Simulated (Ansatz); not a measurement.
# Si: the cost of one run

Computed with Ansatz 0.2.0 (DFT r2SCAN, scalar-relativistic, plane waves, PAW, unless a step's input says otherwise).

2 further runs of the same task are left out: 2 that didn't finish.

## (1) The structure to begin with

Symmetry: Fd-3m, No. 227, cubic system. The conventional cell has a = 5.444 Å, b = 5.444 Å, c = 5.444 Å, α = 90.00°, β = 90.00°, γ = 90.00°. Around Si (site symmetry -43m) lie 4 Si at 2.36 Å.

Structure file:

```
CELL_PARAMETERS angstrom
0.00000 2.72185 2.72185
2.72185 0.00000 2.72185
2.72185 2.72185 0.00000
ATOMIC_POSITIONS crystal
Si 0.75000 0.75000 0.75000
Si 0.50000 0.50000 0.50000
```

The structure comes from the Materials Project (structure only).

(A quick probe on a coarse mesh, which set the mesh and smearing, is not shown.)

## (3) The relaxation

input.yaml

```yaml
crystal:
  lattice:
    - [0.0, 2.72185119, 2.72185119]
    - [2.72185119, 0.0, 2.72185119]
    - [2.72185119, 2.72185119, 0.0]
  atoms:
    - { symbol: Si, position: [0.75, 0.75, 0.75] }
    - { symbol: Si, position: [0.5, 0.5, 0.5] }
basis:
  ecutwfc: 500
kpoints:
  mp_grid: { grid: [8, 8, 8] }
hamiltonian:
  xc: r2scan
scf:
  occupations: { method: gaussian, width: 0.02 }
output:
  forces: true
  stress: true
  eigenvalues: true
  write_density: true
  write_potential: true
  elf: true
  volumetric_format: npy
relax:
  adjacent_minimum: "off"
  f_tol: 0.005
  max_steps: 80
  cell: { stress_tol: 0.05 }
```

Run with:

```bash
> ansatz run input.yaml --threads 8 --pin off --max-ram 20480MiB --backend cpu --events-out ev --progress --plain --runs-dir out
```

**Question.** How long does this run take on 8 threads of Intel Xeon Platinum 8488C (Sapphire Rapids), shared host, and how much memory does it need?

About 1.1 s, with a peak of 0.49 GiB.
